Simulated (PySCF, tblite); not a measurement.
# Si₄H₉O radical, a small gas-phase stand-in for a defect centre (Si site with back bonds [SiH3], [SiH3], O[SiH3]): EPR parameters

What EPR parameters should one expect for `[SiH3]O[Si]([SiH3])[SiH3]`? It is drawn as: dangling bond.

Programs: tblite 0.8.0 and PySCF 2.14.0. All values are calculated, for the isolated system unless a continuum is named. Atoms count from 0, parts from 1.

### 1 The system as given

14 atoms, charge 0, multiplicity 2; geometry: distance geometry start.

### 2 Geometry optimisation with GFN2-xTB

The job: settings as JSON, then the geometry in Å.

```
{"job": {"kind": "relax", "xc": "GFN2-xTB", "basis": "xTB"}, "charge": 0, "multiplicity": 2}
Si     0.096081     0.478106    -1.093198
Si     0.105743     2.210840     0.404703
Si     2.065524    -0.660567    -0.632844
O     -1.240172    -0.498613    -0.927337
Si    -2.016267    -1.435519     0.179403
H      0.082262     1.733510     1.794230
H      1.299946     3.065683     0.169679
H     -1.117858     3.059415     0.187021
H      2.191841    -1.811942    -1.557801
H      3.239870     0.222145    -0.840447
H      2.056260    -1.159612     0.765483
H     -3.219028    -2.025091    -0.395856
H     -2.395932    -0.569240     1.357034
H     -1.107473    -2.500354     0.641205
```

Level: GFN2-xTB geometry optimisation, gas phase.

The run is started by

```
> OMP_NUM_THREADS=1 python cluster_run.py task.json out
```

This one command runs all jobs of the session in turn.

**Question.** The jobs that follow are: PBE0-D3(BJ)/def2-SVP geometry optimisation, gas phase; UKS B3LYP, IGLO-III on O Si, pcH-1 on H, non-relativistic, mean-field spin-orbit, GIAO; UKS BHandHLYP, IGLO-III on O Si, pcH-1 on H, non-relativistic, mean-field spin-orbit, GIAO. Predict: point group; rotational constants (main isotopes); g(iso) (B3LYP); ⟨S²⟩; largest a(iso).

**Answer**, as computed:

```
                            quantity                    value
                         point group                       C1
rotational constants (main isotopes)     1.92, 1.20, 0.80 GHz
                      g(iso) (B3LYP)                  2.00332
                                ⟨S²⟩       0.753 (exact 0.75)
                      largest a(iso)  29Si on Si0, -439.0 MHz
```

What this shows: The start of the PBE0/def2-SVP relaxation was shaken at random by about 0.01 Å, so part of the energy gained, and of the first lengths quoted, undoes that. Relaxing lowered the energy by 0.409 eV in 22 steps; the close pair that moved most is Si0–Si2, from 2.260 to 2.351 Å (PBE0/def2-SVP). Most of the unpaired spin sits on Si0 (0.84 e). The isotropic g lies 1.0 ppt above the free-electron value. The coupling of 29Si on Si0 runs from -474.1 (BHandHLYP/IGLO-III+pcH-1) to -439.0 MHz (B3LYP/IGLO-III+pcH-1). A capped cluster stands for the solid here, so long-range fields and strain are missing, and bands or shifts of the capping hydrogens have no counterpart in it.
